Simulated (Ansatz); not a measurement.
# YP3: the cost of one run

Method: DFT PBE, scalar-relativistic, plane waves, PAW, in Ansatz 0.2.0.

## 1. The system as given

Symmetry: I4/mmm, No. 139, tetragonal system. The conventional cell has a = 4.131 Å, b = 4.131 Å, c = 9.228 Å, α = 90.00°, β = 90.00°, γ = 90.00°. Around Y (site symmetry 4/mmm) lie 12 P at 2.92 to 3.10 Å. P (site symmetry 4/mmm) has 4 Y at 2.92 Å as nearest neighbours. Around P (site symmetry -4m2) lie 8 P at 2.92 to 3.10 Å and 4 Y at 3.10 Å.

Coordinates:

```
Y P
1.0
    -2.06555    2.06555    4.61395
     2.06555   -2.06555    4.61395
     2.06555    2.06555   -4.61395
Y P
1 3
Cartesian
  0.0000 0.0000 0.0000
  0.0000 0.0000 4.6139
  2.0655 0.0000 2.3070
  0.0000 2.0655 2.3070
```

(A quick probe on a coarse mesh, which set the mesh and smearing, is not shown.)

## 3. Coarse relaxation

File input.yaml:

```yaml
crystal:
  lattice:
    - [-2.0655456556, 2.0655456556, 4.6139461398]
    - [2.0655456556, -2.0655456556, 4.6139461398]
    - [2.0655456556, 2.0655456556, -4.6139461398]
  atoms:
    - { symbol: "Y", position: [0.0, 0.0, 0.0] }
    - { symbol: P, position: [0.5, 0.5, 0.0] }
    - { symbol: P, position: [0.25, 0.75, 0.5] }
    - { symbol: P, position: [0.75, 0.25, 0.5] }
basis:
  ecutwfc: 420
kpoints:
  mp_grid: { grid: [6, 6, 6] }
hamiltonian:
  xc: pbe
scf:
  occupations: { method: gaussian, width: 0.1 }
  lower_state_search: "off"
output:
  forces: true
  stress: true
  eigenvalues: true
relax:
  adjacent_minimum: "off"
  f_tol: 0.04
  max_steps: 70
  cell: { stress_tol: 0.4 }
```

Started as:

```sh
ansatz run input.yaml --threads 1 --pin off --max-ram 2560MiB --backend cpu --events-out ev --progress --plain --runs-dir out
```

Q: Estimate wall time and peak memory on 1 thread of Arm Neoverse V2, shared host.

About 12 s, with a peak of 0.38 GiB.
